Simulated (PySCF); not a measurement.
# C2H6AsB2O radical: EPR parameters

Aim: compute the EPR parameters of C2H6AsB2O radical (`[BH]OB([AsH2])C=C`).

Computed with PySCF 2.14.0 and routines of our own; the level stands in each step. Atoms count from 0.

## (1) The starting structure

12 atoms, charge 0, multiplicity 2; geometry from: GFN2-xTB.

## (2) EPR parameters: PBE0/pcH-1 As:dyall-v2z, spin–orbit

Job settings and geometry (Å):

```
{"job": {"kind": "hepr", "xc": "PBE0", "basis": {"default": "pcH-1", "As": "dyall-v2z"}, "rel": "so"}, "charge": 0, "multiplicity": 2}
B      0.416282     2.176746    -0.540693
O      0.411405     0.993646    -0.202898
B      0.392185    -0.324055     0.077250
As     2.195361    -1.298871     0.161370
C     -0.961316    -1.015499     0.291753
C     -2.166584    -0.431975     0.170992
H      0.483463     3.278231    -0.220596
H      2.600178    -0.873314    -1.237641
H      2.940085    -0.082150     0.679784
H     -0.955019    -2.068886     0.563981
H     -2.264422     0.609488    -0.099400
H     -3.090420    -0.964048     0.330070
```

Level: PBE0/pcH-1 As:dyall-v2z EPR parameters from three collinear SCF solutions, X2C with spin-orbit coupling, screened-nuclear two-electron part, Gaussian nuclei, gas phase.

Started as:

```sh
OMP_NUM_THREADS=1 python heavy_run.py task.json out
```

The driver reads the jobs from task.json and runs them one after another.

Output:

```text
spin-free SCF
coarse grid: 48064 points
cycle   1  E = -2464.9550678601  dE =  7.680e-01  |g| = 5.159e-01  |ddm| = 2.098e+00
cycle   2  E = -2464.2501471046  dE =  7.049e-01  |g| = 1.194e+00  |ddm| = 1.876e+00
cycle   3  E = -2465.0894832540  dE = -8.393e-01  |g| = 1.362e-01  |ddm| = 1.609e+00
cycle   4  E = -2465.0955559365  dE = -6.073e-03  |g| = 1.367e-01  |ddm| = 4.625e-01
cycle   5  E = -2465.1062049162  dE = -1.065e-02  |g| = 4.052e-02  |ddm| = 1.127e-01
cycle   6  E = -2465.1072555666  dE = -1.051e-03  |g| = 2.422e-02  |ddm| = 3.936e-02
cycle   7  E = -2465.1076955467  dE = -4.400e-04  |g| = 1.017e-02  |ddm| = 3.317e-02
cycle   8  E = -2465.1077713029  dE = -7.576e-05  |g| = 3.227e-03  |ddm| = 1.521e-02
cycle   9  E = -2465.1077795507  dE = -8.248e-06  |g| = 1.281e-03  |ddm| = 5.141e-03
final grid: 101352 points
cycle  10  E = -2465.1079036007  dE = -4.520e-07  |g| = 1.908e-03  |ddm| = 3.928e-03
cycle  11  E = -2465.1079002587  dE =  3.342e-06  |g| = 3.269e-03  |ddm| = 4.792e-03
cycle  12  E = -2465.1079060209  dE = -5.762e-06  |g| = 3.793e-04  |ddm| = 3.306e-03
cycle  13  E = -2465.1079062133  dE = -1.924e-07  |g| = 2.344e-04  |ddm| = 5.508e-04
cycle  14  E = -2465.1079063999  dE = -1.866e-07  |g| = 1.199e-04  |ddm| = 7.591e-04
cycle  15  E = -2465.1079064662  dE = -6.623e-08  |g| = 9.478e-05  |ddm| = 5.922e-04
cycle  16  E = -2465.1079064791  dE = -1.293e-08  |g| = 2.655e-05  |ddm| = 2.444e-04
cycle  17  E = -2465.1079064803  dE = -1.174e-09  |g| = 1.245e-05  |ddm| = 6.152e-05
converged SCF energy = -2465.1079064803
two-component SCF, magnetisation along principal axis 1
cycle   1  E = -2465.0623413741  dE = -2.465e+03  |FDS-SDF| = 1.715e+01
cycle   2  E = -2465.1605359168  dE = -9.819e-02  |FDS-SDF| = 7.911e-02
cycle   3  E = -2465.1606078723  dE = -7.196e-05  |FDS-SDF| = 2.825e-03
cycle   4  E = -2465.1606096878  dE = -1.815e-06  |FDS-SDF| = 1.496e-03
cycle   5  E = -2465.1606098659  dE = -1.781e-07  |FDS-SDF| = 5.448e-04
cycle   6  E = -2465.1606099262  dE = -6.025e-08  |FDS-SDF| = 6.356e-05
cycle   7  E = -2465.1606099291  dE = -2.906e-09  |FDS-SDF| = 4.904e-05
converged, E = -2465.1606099291
two-component SCF, magnetisation along principal axis 2
cycle   1  E = -2465.0623413741  dE = -2.465e+03  |FDS-SDF| = 1.715e+01
cycle   2  E = -2465.1605359042  dE = -9.819e-02  |FDS-SDF| = 7.911e-02
cycle   3  E = -2465.1606078564  dE = -7.195e-05  |FDS-SDF| = 2.825e-03
cycle   4  E = -2465.1606096718  dE = -1.815e-06  |FDS-SDF| = 1.496e-03
cycle   5  E = -2465.1606098500  dE = -1.783e-07  |FDS-SDF| = 5.448e-04
cycle   6  E = -2465.1606099105  dE = -6.042e-08  |FDS-SDF| = 6.371e-05
cycle   7  E = -2465.1606099135  dE = -3.006e-09  |FDS-SDF| = 4.916e-05
converged, E = -2465.1606099135
two-component SCF, magnetisation along principal axis 3
cycle   1  E = -2465.0623413742  dE = -2.465e+03  |FDS-SDF| = 1.715e+01
cycle   2  E = -2465.1605359125  dE = -9.819e-02  |FDS-SDF| = 7.911e-02
cycle   3  E = -2465.1606078658  dE = -7.195e-05  |FDS-SDF| = 2.825e-03
cycle   4  E = -2465.1606096806  dE = -1.815e-06  |FDS-SDF| = 1.496e-03
cycle   5  E = -2465.1606098586  dE = -1.780e-07  |FDS-SDF| = 5.448e-04
cycle   6  E = -2465.1606099188  dE = -6.015e-08  |FDS-SDF| = 6.349e-05
cycle   7  E = -2465.1606099216  dE = -2.874e-09  |FDS-SDF| = 4.900e-05
converged, E = -2465.1606099216

g tensor 2.00006 2.00132 2.00189   isotropic 2.00109

Hyperfine (MHz)
atom isotope      a_iso        A1        A2        A3
  0    11B      196.72     160.77     166.95     262.43
  1    17O       -5.71     -15.23      -3.00       1.11
  2    11B       28.42      13.43      14.67      57.15
  3   75As        1.68     -10.40       6.13       9.31
  4    13C      -21.16     -32.62     -15.98     -14.88
  5    13C       15.81       1.91       3.32      42.19
  6     1H       23.68       7.80      24.52      38.72
  7     1H       22.33      20.62      21.33      25.04
  8     1H       15.98      14.46      15.04      18.44
  9     1H        4.38       2.67       3.37       7.11
 10     1H      -11.99     -16.45     -13.68      -5.83
 11     1H      -12.80     -19.89     -13.13      -5.38

Field gradients (au) and densities at the nuclei (bohr^-3)
atom        Vxx        Vyy        Vzz        centre      nuclear mean
  0 B     -0.0750    -0.2719     0.3469         71.101         71.100
  1 O     -0.2406    -0.3648     0.6054        311.829        311.818
  2 B      0.0032     0.2436    -0.2468         70.936         70.935
  3 As     0.7094     1.7050    -2.4144      32763.177      32725.989
  4 C     -0.1193    -0.2473     0.3666        126.191        126.188
  5 C     -0.1208    -0.2408     0.3616        126.212        126.210
  6 H     -0.1162    -0.1450     0.2612          0.457          0.457
  7 H     -0.0741    -0.0826     0.1567          0.405          0.405
  8 H     -0.0742    -0.0819     0.1561          0.408          0.408
  9 H     -0.1462    -0.1617     0.3079          0.478          0.478
 10 H     -0.1533    -0.1693     0.3226          0.483          0.483
 11 H     -0.1565    -0.1698     0.3263          0.483          0.483
without picture change
  3 As                          -2.4844                     51329.772
```

It took 2.1 min on 1 thread of Intel Xeon 6975P-C, shared host; peak memory 1.1 GiB.

From this job:

```csv
quantity,value
g(iso),2.0011
```

Mulliken spin populations:

```csv
atom,value (e)
B0,0.75
O1,-0.08
B2,0.30
As3,-0.04
C4,-0.12
C5,0.19
H6,-0.01
H7,0.01
H8,0.01
H9,0.00
H10,-0.01
H11,-0.01
```

Orbitals, density, ELF and potential are computed afterwards from the orbital file.

ELF in a plane through or near 10 of the atoms.

Ten even steps from '0' (0.00) to '9' (1.00):
```
0000000000000000000000000000
0000000000000000000000000000
0000000000121000000000000000
0000000016998300000000000000
0000000049999840000000000000
0000000038998520000000000000
0000000012141231007850000000
0000000003678872079992000000
0000000003764771089982000000
0000001000378741145367861000
0000024432553539475299996000
0000013422496277526379993000
0000013346356225997102420000
0000014425254005999400000000
0000026887885002999400000000
0000015899985000132000000000
0000001366531000000000000000
0000000000000000000000000000
0000000000000000000000000000
0000000000000000000000000000
```
The map spans 11.7 Å across and 11.5 Å up, centred on the molecule. Atoms in the plane (x, y in Å): B0 (-0.9, 2.1), O1 (-0.6, 0.9), B2 (-0.3, -0.4), As3 (-1.9, -1.7), C4 (1.2, -0.8), C5 (2.2, 0.0), H6 (-1.1, 3.1), H9 (1.4, -1.9), H10 (2.1, 1.0), H11 (3.2, -0.4).

On the surface of density 0.002 e/bohr³ the electrostatic potential runs, from the 1st to the 99th percentile, from -0.81 V near As3 to 1.40 V near B0.

The spin density lies nearest to B0 46 %; B2 17 %; C5 9 %; H6 8 %.

## (3) EPR parameters: PBE0/pcH-1 As:dyall-v2z, spin-free

The job, as its differences from that of step 2:

```diff
@@ -1,2 +1,2 @@
-{"job": {"kind": "hepr", "xc": "PBE0", "basis": {"default": "pcH-1", "As": "dyall-v2z"}, "rel": "so"}, "charge": 0, "multiplicity": 2}
+{"job": {"kind": "hepr", "xc": "PBE0", "basis": {"default": "pcH-1", "As": "dyall-v2z"}, "rel": "sf"}, "charge": 0, "multiplicity": 2}
 B      0.416282     2.176746    -0.540693
```

Level: PBE0/pcH-1 As:dyall-v2z EPR parameters from three collinear SCF solutions, X2C without spin-orbit coupling, Gaussian nuclei, gas phase.

Output:

```text
spin-free SCF
coarse grid: 48064 points
cycle   1  E = -2464.9550678601  dE =  7.680e-01  |g| = 5.159e-01  |ddm| = 2.098e+00
cycle   2  E = -2464.2501471046  dE =  7.049e-01  |g| = 1.194e+00  |ddm| = 1.876e+00
cycle   3  E = -2465.0894832540  dE = -8.393e-01  |g| = 1.362e-01  |ddm| = 1.609e+00
cycle   4  E = -2465.0955559365  dE = -6.073e-03  |g| = 1.367e-01  |ddm| = 4.625e-01
cycle   5  E = -2465.1062049162  dE = -1.065e-02  |g| = 4.052e-02  |ddm| = 1.127e-01
cycle   6  E = -2465.1072555666  dE = -1.051e-03  |g| = 2.422e-02  |ddm| = 3.936e-02
cycle   7  E = -2465.1076955467  dE = -4.400e-04  |g| = 1.017e-02  |ddm| = 3.317e-02
cycle   8  E = -2465.1077713029  dE = -7.576e-05  |g| = 3.227e-03  |ddm| = 1.521e-02
cycle   9  E = -2465.1077795507  dE = -8.248e-06  |g| = 1.281e-03  |ddm| = 5.141e-03
final grid: 101352 points
cycle  10  E = -2465.1079036007  dE = -4.520e-07  |g| = 1.908e-03  |ddm| = 3.928e-03
cycle  11  E = -2465.1079002587  dE =  3.342e-06  |g| = 3.269e-03  |ddm| = 4.792e-03
cycle  12  E = -2465.1079060209  dE = -5.762e-06  |g| = 3.793e-04  |ddm| = 3.306e-03
cycle  13  E = -2465.1079062133  dE = -1.924e-07  |g| = 2.344e-04  |ddm| = 5.508e-04
cycle  14  E = -2465.1079063999  dE = -1.866e-07  |g| = 1.199e-04  |ddm| = 7.591e-04
cycle  15  E = -2465.1079064662  dE = -6.623e-08  |g| = 9.478e-05  |ddm| = 5.922e-04
cycle  16  E = -2465.1079064791  dE = -1.293e-08  |g| = 2.655e-05  |ddm| = 2.444e-04
cycle  17  E = -2465.1079064803  dE = -1.174e-09  |g| = 1.245e-05  |ddm| = 6.152e-05
converged SCF energy = -2465.1079064803
two-component SCF, magnetisation along principal axis 1
cycle   1  E = -2465.1079064802  dE = -2.465e+03  |FDS-SDF| = 1.761e-05
cycle   2  E = -2465.1079064804  dE = -2.046e-10  |FDS-SDF| = 1.525e-05
converged, E = -2465.1079064804
two-component SCF, magnetisation along principal axis 2
cycle   1  E = -2465.1079064802  dE = -2.465e+03  |FDS-SDF| = 1.761e-05
cycle   2  E = -2465.1079064804  dE = -1.951e-10  |FDS-SDF| = 1.525e-05
converged, E = -2465.1079064804
two-component SCF, magnetisation along principal axis 3
cycle   1  E = -2465.1079064802  dE = -2.465e+03  |FDS-SDF| = 1.761e-05
cycle   2  E = -2465.1079064804  dE = -2.060e-10  |FDS-SDF| = 1.525e-05
converged, E = -2465.1079064804

g tensor 2.00231 2.00235 2.00239   isotropic 2.00235

Hyperfine (MHz)
atom isotope      a_iso        A1        A2        A3
  0    11B      196.82     161.05     167.03     262.37
  1    17O       -5.75     -15.31      -3.04       1.11
  2    11B       28.45      13.52      14.72      57.10
  3   75As        1.29      -9.56       5.24       8.18
  4    13C      -21.17     -32.63     -15.99     -14.90
  5    13C       15.82       1.94       3.34      42.19
  6     1H       23.69       7.79      24.51      38.77
  7     1H       22.34      20.62      21.35      25.04
  8     1H       15.99      14.47      15.07      18.44
  9     1H        4.39       2.68       3.38       7.12
 10     1H      -11.99     -16.46     -13.69      -5.83
 11     1H      -12.81     -19.90     -13.14      -5.38

Field gradients (au) and densities at the nuclei (bohr^-3)
atom        Vxx        Vyy        Vzz        centre      nuclear mean
  0 B     -0.0750    -0.2719     0.3469         71.101         71.100
  1 O     -0.2406    -0.3648     0.6054        311.829        311.818
  2 B      0.0032     0.2436    -0.2469         70.936         70.935
  3 As     0.7089     1.7047    -2.4136      32761.045      32723.857
  4 C     -0.1193    -0.2473     0.3666        126.191        126.188
  5 C     -0.1208    -0.2408     0.3616        126.212        126.210
  6 H     -0.1162    -0.1450     0.2612          0.457          0.457
  7 H     -0.0741    -0.0827     0.1567          0.405          0.405
  8 H     -0.0742    -0.0819     0.1561          0.408          0.408
  9 H     -0.1462    -0.1617     0.3079          0.478          0.478
 10 H     -0.1533    -0.1693     0.3226          0.483          0.483
 11 H     -0.1565    -0.1698     0.3263          0.483          0.483
without picture change
  3 As                          -2.4835                     51330.119
```

It took 62 s on 1 thread of Intel Xeon 6975P-C, shared host; peak memory 1 GiB.

From this job:

```csv
quantity,value
g(iso),2.0023
```

## (4) EPR parameters: PBE0/pcH-1 As:dyall-v2z, non-relativistic

The job, as its differences from that of step 3:

```diff
@@ -1,2 +1,2 @@
-{"job": {"kind": "hepr", "xc": "PBE0", "basis": {"default": "pcH-1", "As": "dyall-v2z"}, "rel": "sf"}, "charge": 0, "multiplicity": 2}
+{"job": {"kind": "hepr", "xc": "PBE0", "basis": {"default": "pcH-1", "As": "dyall-v2z"}, "rel": "nr"}, "charge": 0, "multiplicity": 2}
 B      0.416282     2.176746    -0.540693
```

Method: PBE0/pcH-1 As:dyall-v2z EPR parameters from three collinear SCF solutions, non-relativistic, Gaussian nuclei, gas phase.

Output:

```text
non-relativistic SCF
coarse grid: 48064 points
cycle   1  E = -2439.9158982977  dE = -1.452e+01  |g| = 1.409e+00  |ddm| = 2.126e+00
cycle   2  E = -2439.2309081109  dE =  6.850e-01  |g| = 1.331e+00  |ddm| = 1.856e+00
cycle   3  E = -2439.7759102407  dE = -5.450e-01  |g| = 6.651e-01  |ddm| = 2.031e+00
cycle   4  E = -2440.0723584764  dE = -2.964e-01  |g| = 1.835e-01  |ddm| = 1.025e+00
cycle   5  E = -2440.0863910641  dE = -1.403e-02  |g| = 6.625e-02  |ddm| = 1.622e-01
cycle   6  E = -2440.0878563680  dE = -1.465e-03  |g| = 3.760e-02  |ddm| = 9.120e-02
cycle   7  E = -2440.0887155247  dE = -8.592e-04  |g| = 1.771e-02  |ddm| = 3.925e-02
cycle   8  E = -2440.0890152777  dE = -2.998e-04  |g| = 4.596e-03  |ddm| = 3.136e-02
cycle   9  E = -2440.0890383251  dE = -2.305e-05  |g| = 2.187e-03  |ddm| = 1.153e-02
cycle  10  E = -2440.0890442768  dE = -5.952e-06  |g| = 1.167e-03  |ddm| = 4.090e-03
final grid: 101352 points
cycle  11  E = -2440.0890626835  dE = -1.433e-06  |g| = 1.563e-03  |ddm| = 4.063e-03
cycle  12  E = -2440.0890618961  dE =  7.874e-07  |g| = 2.298e-03  |ddm| = 4.632e-03
cycle  13  E = -2440.0890650043  dE = -3.108e-06  |g| = 3.488e-04  |ddm| = 3.110e-03
cycle  14  E = -2440.0890653861  dE = -3.819e-07  |g| = 3.126e-04  |ddm| = 9.661e-04
cycle  15  E = -2440.0890656844  dE = -2.983e-07  |g| = 1.542e-04  |ddm| = 1.307e-03
cycle  16  E = -2440.0890657139  dE = -2.954e-08  |g| = 3.883e-05  |ddm| = 3.571e-04
cycle  17  E = -2440.0890657159  dE = -1.995e-09  |g| = 2.676e-05  |ddm| = 8.060e-05
converged SCF energy = -2440.0890657159
two-component SCF, magnetisation along principal axis 1
cycle   1  E = -2440.0890657159  dE = -2.440e+03  |FDS-SDF| = 3.785e-05
cycle   2  E = -2440.0890657162  dE = -2.310e-10  |FDS-SDF| = 4.596e-05
converged, E = -2440.0890657162
two-component SCF, magnetisation along principal axis 2
cycle   1  E = -2440.0890657159  dE = -2.440e+03  |FDS-SDF| = 3.785e-05
cycle   2  E = -2440.0890657162  dE = -2.378e-10  |FDS-SDF| = 4.596e-05
converged, E = -2440.0890657162
two-component SCF, magnetisation along principal axis 3
cycle   1  E = -2440.0890657159  dE = -2.440e+03  |FDS-SDF| = 3.785e-05
cycle   2  E = -2440.0890657162  dE = -2.328e-10  |FDS-SDF| = 4.596e-05
converged, E = -2440.0890657162

Hyperfine (MHz)
atom isotope      a_iso        A1        A2        A3
  0    11B      195.98     160.24     166.20     261.49
  1    17O       -5.49     -15.07      -2.83       1.43
  2    11B       28.13      13.17      14.36      56.85
  3   75As       -1.77     -12.01       1.94       4.76
  4    13C      -21.15     -32.64     -15.96     -14.86
  5    13C       15.79       1.89       3.28      42.20
  6     1H       23.31       7.42      24.12      38.38
  7     1H       22.49      20.78      21.50      25.19
  8     1H       16.12      14.60      15.20      18.56
  9     1H        4.41       2.69       3.39       7.14
 10     1H      -12.02     -16.49     -13.71      -5.85
 11     1H      -12.83     -19.93     -13.16      -5.39

Field gradients (au) and densities at the nuclei (bohr^-3)
atom        Vxx        Vyy        Vzz        centre      nuclear mean
  0 B     -0.0747    -0.2725     0.3472         70.790         70.789
  1 O     -0.2393    -0.3655     0.6047        308.280        308.267
  2 B      0.0036     0.2438    -0.2474         70.625         70.624
  3 As     0.7014     1.6687    -2.3701      24443.966      24427.345
  4 C     -0.1198    -0.2480     0.3678        125.390        125.387
  5 C     -0.1206    -0.2414     0.3620        125.411        125.409
  6 H     -0.1162    -0.1450     0.2612          0.457          0.457
  7 H     -0.0756    -0.0845     0.1601          0.406          0.406
  8 H     -0.0757    -0.0838     0.1595          0.409          0.409
  9 H     -0.1463    -0.1617     0.3080          0.478          0.478
 10 H     -0.1535    -0.1694     0.3228          0.483          0.483
 11 H     -0.1566    -0.1699     0.3265          0.483          0.483
```

It took 50 s on 1 thread of Intel Xeon 6975P-C, shared host; peak memory 0.94 GiB.

## (5) What came out

```
                                                  quantity                                      value
      g(iso) (step 2, PBE0/pcH-1 As:dyall-v2z, spin–orbit)                                     2.0011
      a(iso) (step 2, PBE0/pcH-1 As:dyall-v2z, spin–orbit)  11B B0 196.7, 11B B2 28.4, 1H H6 23.7 MHz
                     surface potential, 1st and 99th percentile                         -0.81 V and 1.40 V
       g(iso) (step 3, PBE0/pcH-1 As:dyall-v2z, spin-free)                                     2.0023
       a(iso) (step 3, PBE0/pcH-1 As:dyall-v2z, spin-free)  11B B0 196.8, 11B B2 28.4, 1H H6 23.7 MHz
a(iso) (step 4, PBE0/pcH-1 As:dyall-v2z, non-relativistic)  11B B0 196.0, 11B B2 28.1, 1H H6 23.3 MHz
```

What this shows: Without spin-orbit coupling g stays near the free electron's, so those rows hold no g shift.
